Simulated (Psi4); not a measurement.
# SnH3O2 (SMILES [OH][SnH][OH]): UHF/3-21G

Aim: the vertical electron affinity of SnH3O2 at UHF/3-21G, from 2 runs. 

The results are computed with Psi4 1.11.

1 further run of the same task is left out (set aside as unsound or not needed).

## 1. The structure to begin with

SnH3O2 has 6 atoms, charge 0, and is taken as a doublet. As SMILES, `[OH][SnH][OH]`. The coordinates come from a PBE0-D4/def2-TZVP relaxation. This is one conformer, not always the lowest.

Bond lengths: O1–Sn2 1.978 Å, Sn2–O3 1.963 Å, O1–H4 0.960 Å, Sn2–H5 1.748 Å, O3–H6 0.962 Å. Angles: O1–Sn2–O3 99.7°, O1–Sn2–H5 110.6°, O3–Sn2–H5 104.3°, Sn2–O1–H4 115.0°, Sn2–O3–H6 112.0°.

## 2. A single-point energy at UHF/3-21G

File run_ase.py:

```python
import numpy as np
from ase.calculators.psi4 import Psi4
from ase import Atoms

mol = Atoms(['O', 'Sn', 'O', 'H', 'H', 'H'], positions=[
    [-1.248300, -0.684700, -0.233400],
    [0.417000, 0.302500, -0.639600],
    [1.413900, -0.038300, 1.016700],
    [-1.852000, -0.783400, -0.973600],
    [0.128600, 2.026100, -0.624300],
    [1.182700, -0.886000, 1.408100],
])
calc = Psi4(atoms=mol, method='scf', basis='3-21G', memory='2200MB', num_threads=1, charge=0, multiplicity=2, label='h3o2sn', reference='uhf')
calc.psi4.set_options({'puream': True, 'e_convergence': 1e-09, 'd_convergence': 1e-08, 'scf_type': 'pk', 'maxiter': 100})
mol.calc = calc

print(f'energy: {mol.get_potential_energy():.6f} eV')
```

Started as:

```console
python run_ase.py
```

h3o2sn.dat, shortened:

```text
[...]
  Running in c1 symmetry.
[...]
  Nuclear repulsion =  276.879869199419147
[...]
  Multiplicity = 2
[...]
  Nalpha       = 35
  Nbeta        = 34
[...]
    Number of basis functions: 55
[...]
   @UHF iter   1: -6146.68411957774242   -3.98567e+00   1.10291e-02 DIIS/ADIIS
[...]
   @UHF iter  15: -6146.91177063374107    1.81899e-12   4.20427e-09 DIIS
[...]
   @S^2 Observed:                7.602599836E-01
[...]
    Orbital Energies [Eh]
    ---------------------
    Alpha Occupied:
       1A   -1034.900891     2A   -156.243213     3A   -145.389518
       4A   -145.388438     5A   -145.388321     6A    -31.551074
       7A    -26.927571     8A    -26.924875     9A    -26.924528
      10A    -20.414591    11A    -20.406545    12A    -19.092873
      13A    -19.092798    14A    -19.092171    15A    -19.091487
      16A    -19.091017    17A     -5.564670    18A     -3.950505
      19A     -3.945397    20A     -3.944802    21A     -1.449191
      22A     -1.440855    23A     -1.432153    24A     -1.429931
      25A     -1.427749    26A     -1.279531    27A     -1.254405
      28A     -0.676258    29A     -0.611952    30A     -0.554971
      31A     -0.507078    32A     -0.476953    33A     -0.459807
      34A     -0.454180    35A     -0.321017
[...]
  @UHF Final Energy: -6146.91177063374107
   => Energetics <=
    Nuclear Repulsion Energy =            276.8798691994191472
    One-Electron Energy =               -9033.9659176377790573
    Two-Electron Energy =                2610.1742778046177591
    Total Energy =                      -6146.9117706337419804
  UHF NO Occupations:
  HONO-2 :   33  A 1.9985218
  HONO-1 :   34  A 1.9973912
[...]
 Multipole Moments:
 ------------------------------------------------------------------------------------
     Multipole            Electronic (a.u.)      Nuclear  (a.u.)        Total (a.u.)
 ------------------------------------------------------------------------------------
 L = 1.  Multiply by 2.5417464519 to convert [e a0] to [Debye]
 Dipole X            :          2.7789425           -2.9721789           -0.1932364
 Dipole Y            :          2.4265685           -2.7714980           -0.3449295
 Dipole Z            :         -6.5996737            5.2141454           -1.3855283
 Magnitude           :                                                    1.4408350
[...]
```

On the terminal:

```text
energy: -167265.989048 eV
```

It took 1.3 s on 1 thread of Intel Xeon 6975P-C (Granite Rapids), shared host; peak memory 0.21 GiB.

## 3. The singlet anion: energy and gradient at HF/3-21G

File calc.dat:

```
memory 2200 mb

molecule molecule1 {
  -1 1
  O     -1.248300    -0.684700    -0.233400
  Sn     0.417000     0.302500    -0.639600
  O      1.413900    -0.038300     1.016700
  H     -1.852000    -0.783400    -0.973600
  H      0.128600     2.026100    -0.624300
  H      1.182700    -0.886000     1.408100
  symmetry c1
  no_reorient
  no_com
}

set puream true
set e_convergence 1e-09
set d_convergence 1e-08
set scf_type pk

e_tot = gradient("scf/3-21G")
print_variables()
```

Started as:

```console
psi4 -i calc.dat -o calc.out -n 1
```

calc.out, shortened:

```text
[...]
  Running in c1 symmetry.
[...]
  Nuclear repulsion =  276.879869199419147
[...]
  Multiplicity = 1
[...]
  Nalpha       = 35
  Nbeta        = 35
[...]
    Number of basis functions: 55
[...]
   @RHF iter   1: -6146.57026789555948   -3.87182e+00   1.28707e-02 ADIIS/DIIS
[...]
   @RHF iter  12: -6146.92439202564128   -8.18545e-12   2.38576e-09 DIIS
[...]
  @RHF Final Energy: -6146.92439202564128
   => Energetics <=
    Nuclear Repulsion Energy =            276.8798691994191472
    One-Electron Energy =               -9051.6077392523930030
    Two-Electron Energy =                2627.8034780273324031
    Total Energy =                      -6146.9243920256412821
[...]
 Multipole Moments:
 ------------------------------------------------------------------------------------
     Multipole            Electronic (a.u.)      Nuclear  (a.u.)        Total (a.u.)
 ------------------------------------------------------------------------------------
 L = 1.  Multiply by 2.5417464519 to convert [e a0] to [Debye]
 Dipole X            :        -42.1261294           40.8825240           -1.2436054
 Dipole Y            :        -18.9270862           18.3259970           -0.6010892
 Dipole Z            :         49.5802871          -48.9503317            0.6299554
 Magnitude           :                                                    1.5181260
[...]
  -Total Gradient:
     Atom            X                  Y                   Z
    ------   -----------------  -----------------  -----------------
       1        0.014127546758    -0.004744201616    -0.022882146818
       2       -0.028779433420     0.022240764558     0.059760521829
       3        0.002159469477    -0.005785135530    -0.018601495325
       4        0.001445139808     0.002811115011     0.005837971526
       5        0.012399371720    -0.020957779648    -0.017458478059
       6       -0.001352094215     0.006435237079    -0.006656372622
[...]
```

Wall time 1.8 s (1 thread of Intel Xeon 6975P-C (Granite Rapids), shared host); peak memory 0.2 GiB.

## 4. Outcome

At UHF/3-21G:

| quantity | value |
| --- | --- |
| doublet SnH3O2: total energy | -6146.91177 Eh |
| doublet SnH3O2: dipole moment | 3.66 D |
| doublet SnH3O2: HOMO energy (highest over α and β) | -8.74 eV |
| doublet SnH3O2: LUMO energy (lowest over α and β) | 0.12 eV |
| doublet SnH3O2: ⟨S²⟩ | 0.760 |
| singlet anion: total energy | -6146.92439 Eh |
| singlet anion: HOMO energy | -0.84 eV |
| singlet anion: LUMO energy | 8.88 eV |
| singlet anion: HOMO–LUMO gap (to an unbound level, set by the basis) | 9.72 eV |
| singlet anion: largest force on an atom | 3.597 eV/Å |
| vertical electron affinity (to the singlet anion) | 0.343 eV |

**Reading.** At fixed nuclei the extra electron is bound by 0.34 eV (7.9 kcal/mol). The basis has no diffuse functions, so the error can be as large as this value. Relativity is left out (doublet SnH3O2) although the molecule holds a heavy atom. Relativity is left out (singlet anion) although the molecule holds a heavy atom.
